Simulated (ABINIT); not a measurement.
Runs of ABINIT 10.8.3 (patched build) on TaAs. The structure is tetragonal, space group I4_1md (No. 109). The conventional cell has a = 3.444 Å, b = 3.444 Å, c = 11.736 Å, α = 90.00°, β = 90.00°, γ = 90.00°. Ta (site symmetry 2mm) has 6 As at 2.61 to 2.62 Å as nearest neighbours. As (site symmetry 2mm) is surrounded by 6 Ta at 2.61 to 2.62 Å. The cell is a database's computed one.

```tsv
task	level	potentials or basis	cell	k mesh	cutoff (eV)	fine-grid cutoff	cell freedom (optcell)	cutoff smearing ecutsm (Ha)	optimiser (ionmov)	force stop (Ha/bohr)	gap on the mesh (eV)	pressure (GPa)	largest force (eV/Å)
single point	PBEsol	JTH PAW PBE v2.0	as given	9 × 9 × 9	517	1034.03 eV	-	-	-	-	none	-3.7	0.02
single point	LDA	JTH PAW LDA v2.0	as given	9 × 9 × 9	408	816.342 eV	-	-	-	-	none	-	(b)
single point	PBE	JTH PAW PBE v2.0	as given	11 × 11 × 11	517	1034.03 eV	-	-	-	-	none	(a)	0.03
relaxation of cell and atoms	PBEsol	JTH PAW PBE v2.0	relaxed	9 × 9 × 9	517	1034.03 eV	2	0.5	2	0.0001	none	0.0	-
single point	LDA	JTH PAW LDA v2.0	as given	7 × 7 × 7	408	816.342 eV	-	-	-	-	0.07	-	0.02
```

Alike in all rows: no spin polarisation; smearing fermi-dirac 0.05 eV.

Question: Estimate the missing entries.

Answer: (a) 2.1; (b) 0.01.

Caveats: the PAW data sets were made with another functional, which shifts forces and pressure a little (some runs); spin-orbit coupling is left out, which moves the levels of the heavy elements (some runs); an odd mesh through Γ misses points on the zone boundary, where band edges often lie (some runs).

A k mesh can miss the band edges, and the runs leave out spin-orbit coupling on As, Ta.

A gap of «none» marks a metal or a gap under the smearing width.

Not every run made on this cell is shown here.
